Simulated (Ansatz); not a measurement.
Working through a rigid scan of one bond length of H6LiNSi2, SMILES [Li][N]([SiH3])[SiH3]

With the Python package of Ansatz (0.2.0).

The script reads `h6linsi2.xyz`:
```text
10

Li   -2.31030   -0.34290   -0.50130
N    -0.42930   -0.50420   -0.68530
Si    0.22150    1.14740   -0.87510
Si    0.23910   -1.15130    0.86800
H    -0.23340    1.73350   -2.13110
H    -0.17240    2.00260    0.26680
H     1.74990    1.07890   -0.89880
H    -0.36100   -2.48720    1.06740
H    -0.25630   -0.27400    2.02060
H     1.63520   -1.25390    0.87180
```

Run as a notebook:

**Cell 1**
```python
import ansatz as az
import matplotlib.pyplot as plt
import numpy as np
```

**Cell 2**
```python
molecule = az.Crystal.molecule_from_extxyz('h6linsi2.xyz')
```

**Cell 3**
```python
symbols = [site.symbol for site in molecule.cartesian_sites]
start = np.array([site.position_ang for site in molecule.cartesian_sites])
axis = (start[5] - start[2]) / np.linalg.norm(start[5] - start[2])
moving = [5]
lengths, energies = [1.302, 1.362, 1.421, 1.48, 1.539, 1.598, 1.658, 1.746], []
for length in lengths:
    xyz = start.copy()
    xyz[moving] += (length - np.linalg.norm(start[5] - start[2])) * axis
    point = az.Crystal.molecule()
    for symbol, place in zip(symbols, xyz):
        point = point.atom(symbol, place.tolist())
    base = (
        point.calculation()
        .basis(gaussian='def2-SVP')
        .functional('HF')
    )
    report = base.run(threads=1, pin='off').report
    energies.append(report['free_energy_ev'])
    print(f'r = {length:6.3f} A  E = {energies[-1]:.5f} eV  <S^2> = {abs(report["mean_field"]["state"]["spin_squared"]):.3f}')
```
Output:
```text
r =  1.302 A  E = -17497.83368 eV  <S^2> = 0.000
r =  1.362 A  E = -17498.09435 eV  <S^2> = 0.000
r =  1.421 A  E = -17498.23889 eV  <S^2> = 0.000
r =  1.480 A  E = -17498.29671 eV  <S^2> = 0.000
r =  1.539 A  E = -17498.28714 eV  <S^2> = 0.000
r =  1.598 A  E = -17498.22565 eV  <S^2> = 0.000
r =  1.658 A  E = -17498.12260 eV  <S^2> = 0.000
r =  1.746 A  E = -17497.91818 eV  <S^2> = 0.000
```

**Cell 4**
```python
# quartic fit about the minimum
fit = np.polynomial.Polynomial.fit(lengths, np.array(energies) - min(energies), 4).convert()
roots = [r.real for r in fit.deriv().roots() if abs(r.imag) < 1e-9 and fit.deriv(2)(r.real) > 0]
r_e = min(roots, key=lambda r: abs(r - lengths[int(np.argmin(energies))]))
print(f'minimum of the fit at {r_e:.4f} A, force constant {fit.deriv(2)(r_e):.2f} eV/A^2')
plt.figure(figsize=(4.5, 3))
plt.plot(lengths, np.array(energies) - min(energies), 'o-')
plt.xlabel('bond length (A)')
plt.ylabel('E - E(min) (eV)')
plt.tight_layout()
plt.savefig('scan.png', dpi=100)
```
Output:
```text
minimum of the fit at 1.4992 A, force constant 17.76 eV/A^2
```

Caveats:
- Total energies depend on the basis set; only differences at equal settings carry meaning.
- The rest of the molecule is held rigid at a force-field or estimated start geometry, and the basis set is modest; single-reference methods fail as a bond breaks.
- Hartree-Fock leaves correlation out, so bond, atomisation and ionisation energies come out well too low.
- The orbitals are restricted, so S² is zero by construction.
- It ran for 8.2 s on 1 thread of Arm Neoverse V1 (shared host), peak memory 0.25 GiB.
